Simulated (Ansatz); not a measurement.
# CH5FGe (SMILES F[CH2][GeH3]): functionals against CCSD(T) at one geometry

The task here is to estimate one member of a computed series from the others.

Computed with Ansatz 0.2.0, Gaussian basis. Level: single points in def2-TZVPP.

Correlated methods freeze the cores. Filled d shells of the heavier atoms are correlated. B3LYP uses VWN-RPA correlation.

### The system as given

SMILES `F[CH2][GeH3]`, 8 atoms, charge 0, spin multiplicity 1.

Atoms are counted from 1 here; the program's logs count them from 0.

Bond lengths: F1–C2 1.356 Å, C2–Ge3 1.926 Å, C2–H4 1.044 Å, C2–H5 1.109 Å, Ge3–H6 1.525 Å, Ge3–H7 1.503 Å, Ge3–H8 1.518 Å. Angles: F1–C2–Ge3 111.4°, F1–C2–H4 109.0°, F1–C2–H5 105.8°, Ge3–C2–H4 115.4°, Ge3–C2–H5 109.7°, H4–C2–H5 105.0°, C2–Ge3–H6 112.0°, C2–Ge3–H7 111.2°, C2–Ge3–H8 106.5°, H6–Ge3–H7 107.2°, H6–Ge3–H8 109.9°, H7–Ge3–H8 110.0°.

As a file:

```mol
CH5FGe
  3D, bonds by distance, orders not assigned

  8  7  0  0  0  0  0  0  0  0999 V2000
   -1.1785    1.3652   -0.6928 F   0  0
   -0.5653    0.1606   -0.8065 C   0  0
    0.5126   -0.2272    0.7421 Ge  0  0
   -0.0644    0.1197   -1.7214 H   0  0
   -1.3803   -0.5866   -0.8915 H   0  0
   -0.3122   -0.2291    2.0250 H   0  0
    1.1629   -1.5775    0.6288 H   0  0
    1.5737    0.8556    0.8109 H   0  0
  1  2  8  0
  2  3  8  0
  2  4  8  0
  2  5  8  0
  3  6  8  0
  3  7  8  0
  3  8  8  0
M  END
```

Set-up of the first run:

Contents of run/in.yaml:

```yaml
crystal:
  periodic: [false, false, false]
  atoms:
    - {symbol: F, position_ang: [-1.178500, 1.365200, -0.692800]}
    - {symbol: C, position_ang: [-0.565300, 0.160600, -0.806500]}
    - {symbol: Ge, position_ang: [0.512600, -0.227200, 0.742100]}
    - {symbol: H, position_ang: [-0.064400, 0.119700, -1.721400]}
    - {symbol: H, position_ang: [-1.380300, -0.586600, -0.891500]}
    - {symbol: H, position_ang: [-0.312200, -0.229100, 2.025000]}
    - {symbol: H, position_ang: [1.162900, -1.577500, 0.628800]}
    - {symbol: H, position_ang: [1.573700, 0.855600, 0.810900]}
basis:
  gaussian: {orbitals: def2-TZVPP}
correlation: {method: ccsd_t}
output: {forces: true}
```

No record of the launch command was kept for these runs.

Steps of the session up to this table: CCSD(T)/def2-TZVPP; PBE0-D4/def2-TZVPP; wB97M-V/def2-TZVPP; r2SCAN-D4/def2-TZVPP; PBE-D4/def2-TZVPP; BHLYP-D4/def2-TZVPP; B3LYP-D4/def2-TZVPP.

One table of the session follows, with a row left open; its other results are not shown here.

| method | RMS force component (eV/Å) | angle to CCSD(T) forces (°) | dipole (D) |
| --- | --- | --- | --- |
| CCSD(T) | 0.761 | reference | 1.51 |
| PBE0-D4 | 0.725 | 8.9 | 1.48 |
| wB97M-V | 0.748 | 1.5 | 1.50 |
| r2SCAN-D4 | 0.756 | 2.6 | 1.43 |
| PBE-D4 | ? | ? | ? |
| BHLYP-D4 | 0.702 | 12.5 | 1.62 |
| B3LYP-D4 | 0.773 | 3.8 | 1.50 |

Estimate the missing values for PBE-D4.

**Answer.** RMS force component (eV/Å): 0.814; angle to CCSD(T) forces (°): 9.9; dipole (D): 1.36. In the column «RMS force component (eV/Å)» it is the highest.
